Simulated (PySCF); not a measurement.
# C6H7NS: the cost of one run

Programs: PySCF 2.14.0, with density-fitted response routines of our own. Each step states its level of theory. These are calculated values for one molecule, in the gas phase or a continuum, unless marked as measured. Atoms count from 0, in the outputs and in this text.

### 1 The starting structure

15 atoms, charge 0, multiplicity 1; geometry from: GFN2-xTB. The atoms were then displaced at random by about 0.01 Å, so the start is not that level's minimum.

Bonds of the start (Å): C0–S1 1.81, S1–C2 1.77, C2–C3 1.35, C3–C4 1.41, C4–N5 1.34, N5–C6 1.33, C6–C7 1.39, C7–C2 1.39, C0–H8 1.11, C0–H9 1.06, C0–H10 1.10, C3–H11 1.07, C4–H12 1.09, C6–H13 1.09, C7–H14 1.05.

### 2 Optimising the geometry at PBE0-D3(BJ)/def2-SVP

What the job is given:

```
{"job": {"xc": "PBE0", "basis": "def2-SVP", "d3": "d3bj", "grid": 1, "shake": 0.01, "kind": "geom"}, "charge": 0, "multiplicity": 1}
C      2.741780     0.247020    -0.153160
S      1.630810    -1.181150    -0.295030
C     -0.000350    -0.516980    -0.085940
C     -1.016180    -1.405330    -0.155190
C     -2.333280    -0.925110     0.005350
N     -2.609160     0.362420     0.237510
C     -1.579180     1.195400     0.305640
C     -0.245860     0.831100     0.154050
H      2.627070     0.719500     0.850090
H      3.727410    -0.104740    -0.290990
H      2.473000     0.987220    -0.927790
H     -0.863010    -2.453310    -0.332030
H     -3.213320    -1.569980    -0.041580
H     -1.863950     2.235980     0.491700
H      0.508860     1.560580     0.230120
```

Run with:

```console
$ OMP_NUM_THREADS=1 python probes_run.py task.json out
```

The driver reads the jobs from task.json and runs them one after another.

**Question.** How long does this first job take on 1 thread of AMD EPYC 9R14, shared host, and how much memory does it need?

About 58 s, with a peak of 0.61 GiB.
